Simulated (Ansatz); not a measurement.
# SnTe2: a single-point run

Aim: a sound single-point run of SnTe2. The structure is shown as the input types it. The cell is built on a prototype (fluorite) and needn't be the phase found in nature.

Program: Ansatz 0.2.0. Level of theory: density functional or hybrid calculation with the settings of its input, plane waves (as first typed). These are calculated values, not measurements.

2 further runs of the same task are left out: 2 that didn't finish.

## 1. The starting structure

The structure is cubic, space group Fm-3m (No. 225). Conventional cell: a = 7.402 Å, b = 7.402 Å, c = 7.402 Å, α = 90.00°, β = 90.00°, γ = 90.00°. Sn (site symmetry m-3m) is surrounded by 8 Te at 3.21 Å. Te (site symmetry -43m) has 4 Sn at 3.21 Å as nearest neighbours.

Coordinates:

```
Sn Te
1.0
     0.00000    3.70104    3.70104
     3.70104    0.00000    3.70104
     3.70104    3.70104    0.00000
Sn Te
1 2
Cartesian
  0.0000 0.0000 0.0000
  1.8505 1.8505 1.8505
  5.5516 5.5516 5.5516
```

## 2. Running it

Contents of input.yaml:

```yaml
crystal:
  lattice:
    - [0.0, 3.7010376726, 3.7010376726]
    - [3.7010376726, 0.0, 3.7010376726]
    - [3.7010376726, 3.7010376726, 0.0]
  atoms:
    - { symbol: Sn, position: [0.0, 0.0, 0.0] }
    - { symbol: Te, position: [0.25, 0.25, 0.25] }
    - { symbol: Te, position: [0.75, 0.75, 0.75] }
kpoints:
  mp_grid: { grid: [4, 4, 4] }
hamiltonian:
  xc: r2scan
scf:
  occupations: { method: fermi_dirac, width: 0.02 }
  n_extra_bands: 4
  convergence: { dr2_threshold: 0.01 }
  max_iter: 70
output:
  forces: true
  stress: true
  eigenvalues: true
```

Run with:

```sh
$ ansatz run input.yaml --threads 4 --pin off --max-ram 3686MiB --backend cpu --events-out ev --progress --plain --runs-dir out
```

Q: Will this input give a usable result? If not, why, and what should change?

The program finished normally, with warnings (force scf threshold loose, stress scf threshold loose). Its log warns: «scf.convergence.dr2_threshold = 1e-2 eV is looser than this run's default, which is 1e-7 eV or tighter. The error in the forces grows as the threshold's square root ...»

The threshold asked is loose, but the program put off the close and ended at dr2 = 3.3e-7, so little accuracy was lost here.

Run again and compare: delete scf.convergence.dr2_threshold (the default then holds).
